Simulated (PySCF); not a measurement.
# B3LYP/cc-pV(D+d)Z run of SiH2SF2 (SMILES F[SiH](F)S)

Aim: the vertical ionisation energy of SiH2SF2 at B3LYP/cc-pV(D+d)Z, from 2 runs. Input form: a Python script.

The results are computed with PySCF 2.14.0.

### Step 1. Starting point

SiH2SF2 has 6 atoms, charge 0, and is taken as a singlet. As SMILES, `F[SiH](F)S`. Geometry: relaxed at PBE0-D4/def2-TZVP. This is one conformer, not always the lowest.

Bond lengths: F1–Si2 1.585 Å, Si2–F3 1.585 Å, Si2–S4 2.104 Å, Si2–H5 1.470 Å, S4–H6 1.346 Å. Angles: F1–Si2–F3 105.3°, F1–Si2–S4 111.3°, F3–Si2–S4 111.3°, F1–Si2–H5 109.7°, F3–Si2–H5 109.7°, S4–Si2–H5 109.4°, Si2–S4–H6 93.3°.

### Step 2. A single-point energy at B3LYP/cc-pV(D+d)Z

input.py reads:

```python
from pyscf import gto, dft

mol = gto.Mole()
mol.atom = '''
F     -0.737182    -2.841581     1.329611
Si     0.781024    -0.583736     0.077668
F      0.928800    -1.253266    -2.837802
S     -1.048987     2.896194     0.672365
H      3.343114    -0.471298     1.144796
H     -3.187023     2.132934    -0.473754
'''
mol.max_memory = 1860
mol.basis = 'cc-pv(d+d)z'
mol.verbose = 4
mol.unit = 'bohr'
mol.build()

myscf = dft.RKS(mol, xc='b3lyp')
myscf.grids.level = 4
myscf.conv_tol = 1e-10
myscf.kernel()
if not myscf.converged:
    myscf = myscf.newton().run(myscf.mo_coeff, myscf.mo_occ)

e_tot = myscf.e_tot
print('Final energy', e_tot)
```

Started as:

```
$ OMP_NUM_THREADS=1 python input.py
```

The program printed:

```text
PySCF version 2.14.0

[INPUT] num. atoms = 6
[INPUT] num. electrons = 50
[INPUT] charge = 0
[INPUT] spin (= nelec alpha-beta = 2S) = 0
[INPUT] symmetry False subgroup None
[INPUT] Mole.unit = bohr
[INPUT] Symbol           X                Y                Z      unit          X                Y                Z       unit  Magmom
[INPUT]  1 F     -0.390099914700  -1.503699908183   0.703599840589 AA   -0.737182000000  -2.841581000000   1.329611000000 Bohr   0.0
[INPUT]  2 Si     0.413300101982  -0.308899788394   0.041100135618 AA    0.781024000000  -0.583736000000   0.077668000000 Bohr   0.0
[INPUT]  3 F      0.491499793502  -0.663199806421  -1.501700147503 AA    0.928800000000  -1.253266000000  -2.837802000000 Bohr   0.0
[INPUT]  4 S     -0.555100014951   1.532599863203   0.355800235420 AA   -1.048987000000   2.896194000000   0.672365000000 Bohr   0.0
[INPUT]  5 H      1.769099742308  -0.249400161152   0.605799954352 AA    3.343114000000  -0.471298000000   1.144796000000 Bohr   0.0
[INPUT]  6 H     -1.686499942278   1.128700065196  -0.250699820382 AA   -3.187023000000   2.132934000000  -0.473754000000 Bohr   0.0

nuclear repulsion = 231.421518544696
number of shells = 16
number of NR pGTOs = 158
number of NR cGTOs = 84
basis = cc-pv(d+d)z
ecp = {}

******** <class 'pyscf.dft.rks.RKS'> ********
method = RKS
initial guess = minao
damping factor = 0
level_shift factor = 0
DIIS = <class 'pyscf.scf.diis.CDIIS'>
diis_start_cycle = 1
diis_space = 8
diis_damp = 0
SCF conv_tol = 1e-10
SCF conv_tol_grad = None
SCF max_cycles = 50
direct_scf = True
direct_scf_tol = 1e-13
XC library pyscf.dft.libxc version 7.0.0
    S. Lehtola, C. Steigemann, M. J.T. Oliveira, and M. A.L. Marques.,  SoftwareX 7, 1–5 (2018)
XC functionals = b3lyp
    P. J. Stephens, F. J. Devlin, C. F. Chabalowski, and M. J. Frisch.,  J. Phys. Chem. 98, 11623 (1994)
radial grids:
    Treutler-Ahlrichs [JCP 102, 346 (1995); DOI:10.1063/1.469408] (M4) radial grids

becke partition: Becke, JCP 88, 2547 (1988); DOI:10.1063/1.454033
pruning grids: <function nwchem_prune>
grids dens level: 4
symmetrized grids: False
atomic radii adjust function: <function treutler_atomic_radii_adjust>
small_rho_cutoff = 0
Set gradient conv threshold to 1e-05
Initial guess from minao.
tot grids = 146696
init E= -889.055387154202
  HOMO = -0.312292089495072  LUMO = -0.0255114448988847  gap/eV = 7.80370
cycle= 1 E= -888.662868799507  delta_E= 0.393  |g|= 0.778  |ddm|= 4.35
  HOMO = -0.263211351461885  LUMO = -0.00667417012638793  gap/eV = 6.98073
cycle= 2 E= -888.509205268393  delta_E= 0.154  |g|= 1.26  |ddm|= 2.93
  HOMO = -0.278729394342789  LUMO = 0.00139003799648041  gap/eV = 7.62244
cycle= 3 E= -888.768039372808  delta_E= -0.259  |g|= 0.0641  |ddm|= 1.69
  HOMO = -0.292441199405568  LUMO = -0.0021388645778293  gap/eV = 7.89953
cycle= 4 E= -888.769041038076  delta_E= -0.001  |g|= 0.0248  |ddm|=  0.2
  HOMO = -0.288528563606747  LUMO = -0.000410789499271758  gap/eV = 7.84008
cycle= 5 E= -888.769220163929  delta_E= -0.000179  |g|= 0.00376  |ddm|= 0.0619
  HOMO = -0.288508303750583  LUMO = -0.000401992839241139  gap/eV = 7.83977
cycle= 6 E= -888.769223684401  delta_E= -3.52e-06  |g|= 0.00113  |ddm|= 0.00812
  HOMO = -0.288537116983331  LUMO = -0.000419522913714943  gap/eV = 7.84008
cycle= 7 E= -888.769223999061  delta_E= -3.15e-07  |g|= 0.00014  |ddm|= 0.00223
  HOMO = -0.288538529210148  LUMO = -0.000424558721539015  gap/eV = 7.83998
cycle= 8 E= -888.769224003613  delta_E= -4.55e-09  |g|= 4.55e-05  |ddm|= 0.000347
  HOMO = -0.288533346033574  LUMO = -0.000419873779180513  gap/eV = 7.83997
cycle= 9 E= -888.769224004207  delta_E= -5.94e-10  |g|= 8.57e-06  |ddm|= 9.54e-05
  HOMO = -0.288535069446963  LUMO = -0.000420912104045712  gap/eV = 7.83999
cycle= 10 E= -888.769224004224  delta_E= -1.75e-11  |g|= 1.25e-06  |ddm|= 2.38e-05
  HOMO = -0.288534941589717  LUMO = -0.00042090262559924  gap/eV = 7.83998
Extra cycle  E= -888.769224004222  delta_E= 2.27e-12  |g|= 1.17e-06  |ddm|= 6.16e-06
converged SCF energy = -888.769224004222
Final energy -888.7692240042222
```

Run time: 12 s. Hardware: 1 thread of Arm Neoverse V1, shared host; peak memory 0.42 GiB.

### Step 3. The doublet cation at the same level

job.py reads:

```python
from pyscf import gto, dft

molecule = gto.M(
    atom=[
    ('F', (-0.390100, -1.503700, 0.703600)),
    ('Si', (0.413300, -0.308900, 0.041100)),
    ('F', (0.491500, -0.663200, -1.501700)),
    ('S', (-0.555100, 1.532600, 0.355800)),
    ('H', (1.769100, -0.249400, 0.605800)),
    ('H', (-1.686500, 1.128700, -0.250700)),
],
    verbose=4,
    spin=1,
    basis='cc-pv(d+d)z',
    charge=1,
    max_memory=1860,
)

mf = dft.UKS(molecule)
mf.xc = 'b3lyp'
mf.grids.level = 4
mf.conv_tol = 1e-10
mf.kernel()
if not mf.converged:
    mf = mf.newton().run(mf.mo_coeff, mf.mo_occ)

energy = mf.e_tot
print('E(%s) = %.9f' % ('B3LYP', energy))
```

Started as:

```
$ OMP_NUM_THREADS=1 python job.py
```

The program printed:

```text
PySCF version 2.14.0

[INPUT] num. atoms = 6
[INPUT] num. electrons = 49
[INPUT] charge = 1
[INPUT] spin (= nelec alpha-beta = 2S) = 1
[INPUT] symmetry False subgroup None
[INPUT] Mole.unit = angstrom
[INPUT] Symbol           X                Y                Z      unit          X                Y                Z       unit  Magmom
[INPUT]  1 F     -0.390100000000  -1.503700000000   0.703600000000 AA   -0.737182161193  -2.841581173508   1.329611301244 Bohr   0.0
[INPUT]  2 Si     0.413300000000  -0.308900000000   0.041100000000 AA    0.781023807283  -0.583736399878   0.077667743720 Bohr   0.0
[INPUT]  3 F      0.491500000000  -0.663200000000  -1.501700000000 AA    0.928800390224  -1.253266365812  -2.837801721259 Bohr   0.0
[INPUT]  4 S     -0.555100000000   1.532600000000   0.355800000000 AA   -1.048986971746   2.896194258508   0.672364555120 Bohr   0.0
[INPUT]  5 H      1.769100000000  -0.249400000000   0.605800000000 AA    3.343114486968  -0.471297695467   1.144796086262 Bohr   0.0
[INPUT]  6 H     -1.686500000000   1.128700000000  -0.250700000000 AA   -3.187023109079   2.132933876797  -0.473754339428 Bohr   0.0

nuclear repulsion = 231.421512731222
number of shells = 16
number of NR pGTOs = 158
number of NR cGTOs = 84
basis = cc-pv(d+d)z
ecp = {}

******** <class 'pyscf.dft.uks.UKS'> ********
method = UKS
initial guess = minao
damping factor = 0
level_shift factor = 0
DIIS = <class 'pyscf.scf.diis.CDIIS'>
diis_start_cycle = 1
diis_space = 8
diis_damp = 0
SCF conv_tol = 1e-10
SCF conv_tol_grad = None
SCF max_cycles = 50
direct_scf = True
direct_scf_tol = 1e-13
number electrons alpha = 25  beta = 24
XC library pyscf.dft.libxc version 7.0.0
    S. Lehtola, C. Steigemann, M. J.T. Oliveira, and M. A.L. Marques.,  SoftwareX 7, 1–5 (2018)
XC functionals = b3lyp
    P. J. Stephens, F. J. Devlin, C. F. Chabalowski, and M. J. Frisch.,  J. Phys. Chem. 98, 11623 (1994)
radial grids:
    Treutler-Ahlrichs [JCP 102, 346 (1995); DOI:10.1063/1.469408] (M4) radial grids

becke partition: Becke, JCP 88, 2547 (1988); DOI:10.1063/1.454033
pruning grids: <function nwchem_prune>
grids dens level: 4
symmetrized grids: False
atomic radii adjust function: <function treutler_atomic_radii_adjust>
small_rho_cutoff = 0
Set gradient conv threshold to 1e-05
tot grids = 146696
init E= -889.05538704958
[... the frontier-level lines of each cycle are left out ...]


cycle= 1 E= -888.231232534936  delta_E= 0.824  |g|= 0.586  |ddm|= 3.13
cycle= 2 E= -887.337088896065  delta_E= 0.894  |g|= 1.53  |ddm|= 3.08
cycle= 3 E= -888.360243095141  delta_E= -1.02  |g|= 0.152  |ddm|= 2.26
cycle= 4 E= -888.373567847808  delta_E= -0.0133  |g|= 0.0495  |ddm|= 0.422
cycle= 5 E= -888.374710434434  delta_E= -0.00114  |g|= 0.00952  |ddm|= 0.115
cycle= 6 E= -888.374769004642  delta_E= -5.86e-05  |g|= 0.00186  |ddm|= 0.0276
cycle= 7 E= -888.374772155013  delta_E= -3.15e-06  |g|= 0.000614  |ddm|= 0.00703
cycle= 8 E= -888.374772482972  delta_E= -3.28e-07  |g|= 0.000212  |ddm|= 0.00214
cycle= 9 E= -888.374772505036  delta_E= -2.21e-08  |g|= 9.98e-05  |ddm|= 0.000524
cycle= 10 E= -888.374772508451  delta_E= -3.41e-09  |g|= 5.13e-05  |ddm|= 0.000179
cycle= 11 E= -888.374772509776  delta_E= -1.33e-09  |g|= 6.98e-06  |ddm|= 0.000111
cycle= 12 E= -888.374772509833  delta_E= -5.71e-11  |g|= 2.14e-06  |ddm|= 2.52e-05
Extra cycle  E= -888.374772509831  delta_E= 2.73e-12  |g|= 1.81e-06  |ddm|= 8.95e-06
converged SCF energy = -888.374772509831  <S^2> = 0.75352845  2S+1 = 2.0035253
E(B3LYP) = -888.374772510
```

Wall time 23 s (1 thread of Arm Neoverse V1, shared host); peak memory 0.44 GiB.

### Step 4. Summary of results

At B3LYP/cc-pV(D+d)Z:

```
                                          quantity          value
                     singlet SiH2SF2: total energy  -888.76922 Eh
                    singlet SiH2SF2: dipole moment         0.72 D
                      singlet SiH2SF2: HOMO energy       -7.85 eV
                      singlet SiH2SF2: LUMO energy       -0.01 eV
                    singlet SiH2SF2: HOMO–LUMO gap        7.84 eV
                      doublet cation: total energy  -888.37477 Eh
doublet cation: HOMO energy (highest over α and β)      -15.87 eV
 doublet cation: LUMO energy (lowest over α and β)      -13.56 eV
                              doublet cation: ⟨S²⟩          0.754
vertical ionisation energy (to the doublet cation)      10.734 eV
```

**Reading.** Removing an electron at fixed nuclei costs 10.73 eV (1036 kJ/mol). The negative HOMO energy of the first species, 7.85 eV, lies 2.88 eV below that difference. Mulliken charges (singlet SiH2SF2) run from -0.29 on F1 to +0.76 on Si2; they depend strongly on the basis.
